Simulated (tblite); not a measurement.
# CH12AsNSi3: the cost of one run

The runs use tblite 0.8.0 and PySCF 2.14.0, with density-fitted response routines of our own; the level of theory stands in each step. All values are computed, except where a source is named. Atoms count from 0, in the outputs and in this text.

## Step 1: Starting geometry

18 atoms, charge 0, multiplicity 1; geometry from: force field or distance geometry start.

Bonds of the start (Å): C0–Si1 1.88, Si1–N2 1.78, N2–Si3 1.79, Si1–As4 2.32, As4–Si5 2.33, C0–H6 1.11, C0–H7 1.11, C0–H8 1.11, Si1–H9 1.45, N2–H10 1.04, Si3–H11 1.46, Si3–H12 1.48, Si3–H13 1.46, As4–H14 1.54, Si5–H15 1.48, Si5–H16 1.47, Si5–H17 1.46.

## Step 2: Optimising the geometry with GFN2-xTB

What the job is given:

```
{"job": {"kind": "relax", "xc": "GFN2-xTB", "basis": "xTB"}, "charge": 0, "multiplicity": 1}
C      0.297600    -2.019500    -1.306600
Si    -0.367200    -0.368000    -0.690300
N     -2.000600    -0.693200    -0.057800
Si    -2.737200     0.758400     0.677100
As     0.925500     0.408500     1.074700
Si     2.784800     1.583000     0.306100
H     -0.297800    -2.803200    -0.792500
H      0.195800    -2.067100    -2.407800
H      1.364400    -2.140000    -1.037100
H     -0.352800     0.628200    -1.742500
H     -1.949400    -1.451300     0.654700
H     -1.710600     1.518000     1.382800
H     -3.732900     0.344800     1.690800
H     -3.369900     1.555100    -0.369300
H      1.374200    -0.695500     2.052900
H      3.985900     1.045100     0.980100
H      2.608300     2.982400     0.704900
H      2.973100     1.420600    -1.131900
```

Command:

```sh
OMP_NUM_THREADS=1 python probes_run.py task.json out
```

The driver reads the jobs from task.json and runs them one after another.

**Question.** How long does this first job take on 1 thread of Arm Neoverse V2, shared host, and how much memory does it need?

About 2.2 s, with a peak of 0.18 GiB.
